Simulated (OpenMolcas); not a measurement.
**Ta³⁺ among point charges: CASSCF levels and susceptibility**

How does a field of 2 point charges split the states of Ta³⁺, and what χT follows?

Program: OpenMolcas 26.06. Level of theory: state-averaged CASSCF, spin-orbit coupling by RASSI with atomic mean-field integrals. These are calculated values, not measurements, unless marked.

1 further run of the same task is left out (it didn't finish).

## Step 1: The system

| Quantity | Value |
| --- | --- |
| Species | Ta³⁺ (tantalum, Z = 73, 70 electrons) |
| Basis | ANO-RCC-VDZP [7s6p4d2f1g], 68 functions |
| Scalar Hamiltonian | DKH2, point nucleus |
| Inactive shells | 1s 2s 2p 3s 3p 3d 4s 4p 4d 4f 5s 5p |
| Active space | 2 electrons in 5 orbitals (5d) |
| Some configurations of this space | 5d2 |
| Orbitals | optimised for each spin and parity, averaged over all roots |

Outer shells as boxes (Hund's rule):

5d2
```
5d [↑ ][↑ ][  ][  ][  ]
```

The ion sits among 2 point charges of -2 e arranged as a linear pair (D∞h), 2.06 Å from the ion. The active orbitals were held to one l.

Each step is its own input file, run in one work folder so that later steps find the files of earlier ones. Labels, J, g values, rates, χT and fits are worked out afterwards by a script from the matrices that RASSI stores. The input lists half of the charges; inversion (Group=XYZ) makes the rest.

## Step 2: One- and two-electron integrals

Contents of a.inp:

```
&GATEWAY
Coord
1

Ta 0.0 0.0 0.0
Basis=ANO-RCC-VDZP
Group=XYZ
NoMove
AngMom=0.0 0.0 0.0
AMFI
XField
1 Angstrom 0
0.000000 0.000000 2.060000 -2.000000
&SEWARD
```

Started as:

```bash
OMP_NUM_THREADS=1 MOLCAS_MEM=1689 MOLCAS_PROJECT=a pymolcas a.inp > a.log
```

## Step 3: CASSCF: triplets of even parity, 10 roots

Contents of a.inp:

```
&RASSCF
FileOrb=start.orb
Symmetry=1
Spin=3
nActEl=2 0 0
Inactive=15 19
Ras2=5 0
CIRoot=10 10 1
SDav=10
CIMx=300
Iter=120 100
PrWF=0.3
OrbListing=Nothing
MaxOrb=0
SupSym
1
20 4 5 6 7 8 10 11 12 13 14 16 17 18 19 20 23 24 25 26 27
0
>>> COPY $Project.JobIph JOB001
```

start.orb holds the contracted functions of the basis, ordered by shell, or the orbitals of the step before.

## Step 4: Reference wave functions, singlets of even parity, 15 roots

Contents of a.inp:

```
&RASSCF
FileOrb=start.orb
Symmetry=1
Spin=1
nActEl=2 0 0
Inactive=15 19
Ras2=5 0
CIRoot=15 15 1
SDav=15
CIMx=300
Iter=120 100
PrWF=0.3
OrbListing=Nothing
MaxOrb=0
SupSym
1
20 4 5 6 7 8 10 11 12 13 14 16 17 18 19 20 23 24 25 26 27
0
>>> COPY $Project.JobIph JOB002
```

## Step 5: RASSI: spin-orbit coupling between the states

Contents of a.inp:

```
&RASSI
NrOfJobIphs=2 10 15
1 2 3 4 5 6 7 8 9 10
1 2 3 4 5 6 7 8 9 10 11 12 13 14 15
IphNames
JOB001
JOB002
EJob
SpinOrbit
DIPRint=1.0
SOCoupling=1000.0
Subsets=2
Property=9
'ANGMOM' 1 'ANGMOM' 2 'ANGMOM' 3 'MLTPL  1' 1 'MLTPL  1' 2 'MLTPL  1' 3
'AMFI' 1 'AMFI' 2 'AMFI' 3
SOProperty=3
'ANGMOM' 1 'ANGMOM' 2 'ANGMOM' 3
```

What does the calculation give? Wanted: spin-free ground state; first state of the same spin within the active space; lowest level; next level.

**Answer**, as computed:

| quantity | value |
| --- | --- |
| method | CASSCF |
| spin-free ground state | 3Sigma, 1-fold in its orbital part |
| first state of the same spin within the active space | 3Phi at 12400 cm⁻¹ |
| lowest level | 1-fold |
| next level | 2271.8 cm⁻¹ |
| χT at 300 K | 0.11 cm³ K/mol |
| effective moment at 300 K | 0.95 μB |

In words: The spin-free ground state (3Sigma) comes to 70 % from free-ion P terms and keeps the highest spin of the shell. χT at 300 K is 0.11, against 1.00 cm³ K/mol for the spin alone, so spin-orbit coupling lowers it. The field of point charges can differ much from that of real complexes. This is an electrostatic model: the charges have no orbitals.
